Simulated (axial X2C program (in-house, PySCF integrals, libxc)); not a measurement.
# A two-component session on CsCl⁺: EOM-EA-CCSD levels

Aim: EOM-EA-CCSD levels of CsCl⁺, with spin–orbit coupling in the Hamiltonian from the start.

Method: two-component X2C with atomic mean-field terms, Cs dyall-acv3z, Cl dyall-av3z; program: an in-house X2C program for linear molecules on PySCF integrals.

All values are calculated.

## 1. Set-up

task.json

```json
{"zs": [55, 17], "q": 1, "bas": ["dyall-acv3z", "dyall-av3z"], "r0": 3.31, "eom": "ea", "thr": -2.0, "nmax": 92, "grid": [1, 0.96, 1.045, 0.92, 1.09, 1.15]}
```

Keys: zs atomic numbers; q charge; bas basis sets; r0 starting distance in Å; eom kind of EOM run; thr threshold in hartree for freezing inner shells (an s shell follows its p shell); nmax most natural virtual spinors; grid distances as factors.

Started as:

```
python soeom.py task.json out
```

Further steps of the session: EOM-EA-CCSD at 3.673 Å.

What does the calculation give? Wanted: next root led by one particle; T1 of the reference.

**Answer**, as computed:

| quantity | value |
| --- | --- |
| lowest root at 3.673 Å | Ω = 1/2, 16.715 eV |
| next root led by one particle | Ω = 1/2, about 72670 cm⁻¹ higher |
| T1 of the reference | 0.006 |

**Reading.** The added electron is bound by 16.72 eV in a spinor of 67% Cl pπ, 32% Cl pσ. Errors of 0.1 to 0.3 eV are usual at this size, and roots led by higher excitations are left out, so the list is incomplete, and low states of that kind can be missing. T1 or the largest double amplitude of the reference is raised, which lowers the reliability.
